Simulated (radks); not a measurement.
# Ionising titanium step by step, Ti to Ti⁸⁺

The task here is to estimate one member of a computed series from the others.

Program: radks (a radial shooting solver on a logarithmic mesh, Libxc functionals) version 1. Level of theory: Dirac Kohn-Sham, PBE, spin-unpolarised, spherical densities, point nucleus; open shells fill j = l - 1/2 first. These are calculated values, not measurements, unless marked.

## The system

* element: titanium (Z = 22)
* charges: 0 to 8
* first configuration: [Ar] 3d2 4s2
* last configuration: [Ne] 3s2 3p2

Set-up of the first run:

Settings of this run:

```text
Z 22
configuration [Ar] 3d2 4s2
relativity Dirac
functional pbe,pbe
spin unpolarised
j_filling energy
nucleus point
c 137.035999084
```

Steps of the session up to this table: Ti, [Ar] 3d2 4s2; Ti⁺, [Ar] 3d2 4s1; Ti²⁺, [Ar] 3d2; Ti³⁺, [Ar] 3d1; Ti⁴⁺, [Ar]; Ti⁵⁺, [Ne] 3s2 3p5; Ti⁶⁺, [Ne] 3s2 3p4; Ti⁷⁺, [Ne] 3s2 3p3; Ti⁸⁺, [Ne] 3s2 3p2.

One table of the session follows, with a row left open; its other results are not shown here.

```
species  Δ-SCF (eV)  −ε(HOMO) (eV)
     Ti       7.344          4.274
    Ti⁺           ?              ?
   Ti²⁺      26.971         19.698
   Ti³⁺      43.322         34.722
   Ti⁴⁺      99.502         89.160
   Ti⁵⁺      120.86         110.02
   Ti⁶⁺      143.17         131.87
   Ti⁷⁺      166.35         154.63
```

Q: Estimate the row for Ti⁺ from the others.

As computed: Δ-SCF (eV): 13.568; −ε(HOMO) (eV): 10.347. In the column «Δ-SCF (eV)» it lies between Ti (7.344) and Ti²⁺ (26.971).

Reference values: NIST Atomic Spectra Database (exp. measured, semi-emp. semi-empirical, theory a theoretical value adopted there). Per unit of the charge left behind, the cost jumps most at Ti⁴⁺ ([Ar]): from 43.322 to 99.502 eV. There the highest level belongs to another shell. The Δ-SCF values miss the measured or semi-empirical entries by +0.8 % in the signed mean; the largest miss is +7.6 % (Ti). Minus the highest eigenvalue gives 58 to 93 % of the Δ-SCF value along the ladder. Spin polarisation and multiplet splitting are left out, so open shells lie too high by an amount that depends on their filling.

**Measured values.**

NIST Atomic Spectra Database reports: ionisation energy of Ti 6.82812 eV; ionisation energy of Ti⁺ 13.5755 ± 0.0025 eV; ionisation energy of Ti²⁺ 27.4917 eV; ionisation energy of Ti³⁺ 43.2672 eV; ionisation energy of Ti⁴⁺ 99.299 ± 0.012 eV.
